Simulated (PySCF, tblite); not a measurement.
**C5H9GeNS: geometry, infrared bands and NMR shifts**

What infrared bands and NMR shifts should C5H9GeNS (`N#C[C@@H]1C[CH2][Ge@@H]([SH])[CH2]1`) show?

The runs use tblite 0.8.0 and PySCF 2.14.0, with density-fitted response routines of our own; the level of theory stands in each step. All values are computed, except where a source is named. Atoms are numbered from 0 throughout.

## 1. The molecule as given

17 atoms, charge 0, multiplicity 1; geometry from: force field or distance geometry start.

Bonds of the start (Å): N0–C1 1.14, C1–C2 1.48, C2–C3 1.54, C3–C4 1.53, C4–Ge5 1.92, Ge5–S6 2.23, Ge5–C7 1.93, C7–C2 1.53, C2–H8 1.11, C3–H9 1.12, C3–H10 1.10, C4–H11 1.11, C4–H12 1.11, Ge5–H13 1.55, S6–H14 1.41, C7–H15 1.12, C7–H16 1.11.

## 2. Geometry optimisation with GFN2-xTB

Job settings and geometry (Å):

```
{"job": {"kind": "relax", "xc": "GFN2-xTB", "basis": "xTB"}, "charge": 0, "multiplicity": 1}
N     -2.981700     2.123900     0.271700
C     -1.979400     1.595100     0.121300
C     -0.674700     0.905900    -0.045400
C     -0.793500    -0.197900    -1.115200
C      0.483700    -1.046500    -1.083100
Ge     1.052100    -1.063200     0.748700
S      3.147500    -0.331300     0.928100
C     -0.188400     0.311900     1.275900
H      0.064700     1.656300    -0.397400
H     -1.662100    -0.866200    -0.865200
H     -0.952700     0.227700    -2.119500
H      0.289100    -2.078800    -1.453800
H      1.264300    -0.560100    -1.700500
H      0.803300    -2.413700     1.463500
H      2.850200     0.844500     0.209100
H     -1.030100    -0.172100     1.842300
H      0.300700     1.076300     1.909700
```

Command:

```console
> OMP_NUM_THREADS=1 python probes_run.py task.json out
```

The driver reads the jobs from task.json and runs them one after another.

**Question.** This job is followed by: GFN2-xTB harmonic vibrations, gas phase; GIAO PBE0/pcSseg-1 NMR shielding, non-relativistic, gas phase. Predict these results of the whole session: strongest single infrared mode (GFN2-xTB); zero-point energy (GFN2-xTB); ¹³C shifts against TMS (PBE0/pcSseg-1); ¹H shifts against TMS (PBE0/pcSseg-1); ¹⁵N shifts against NH3 (PBE0/pcSseg-1); ⁷³Ge shifts against GeMe4 (PBE0/pcSseg-1); ³³S shifts against CS2 (PBE0/pcSseg-1).

As calculated:

```
                                 quantity                                                      value
strongest single infrared mode (GFN2-xTB)                                      1893 cm⁻¹, 366 km/mol
             zero-point energy (GFN2-xTB)                                              77.5 kcal/mol
   ¹³C shifts against TMS (PBE0/pcSseg-1)                          127.1, 36.8, 29.3, 25.9, 22.8 ppm
    ¹H shifts against TMS (PBE0/pcSseg-1)  5.33, 2.39, 1.95, 1.73, 1.53, 1.18, 1.18, 0.77, -0.07 ppm
   ¹⁵N shifts against NH3 (PBE0/pcSseg-1)                                                  297.7 ppm
⁷³Ge shifts against GeMe4 (PBE0/pcSseg-1)                                                     30 ppm
   ³³S shifts against CS2 (PBE0/pcSseg-1)                                                   -235 ppm
```

In words: The optimisation took 83 steps and gained 0.353 eV; among the close pairs (by a distance rule), C4–Ge5 changed most, from 1.918 to 2.004 Å. All 45 modes are real, so the xTB geometry is a minimum. The strongest single mode, at 1893 cm⁻¹, moves mainly H13. Unscaled tight-binding wavenumbers are off by several per cent, some by more. Its intensities can rank the bands wrongly. At PBE0/pcSseg-1: Shielding is most anisotropic at N0 (span 478 ppm, paramagnetic term -370 ppm). Spin-orbit coupling is left out, which matters for shieldings and couplings at and beside the heavy atoms.
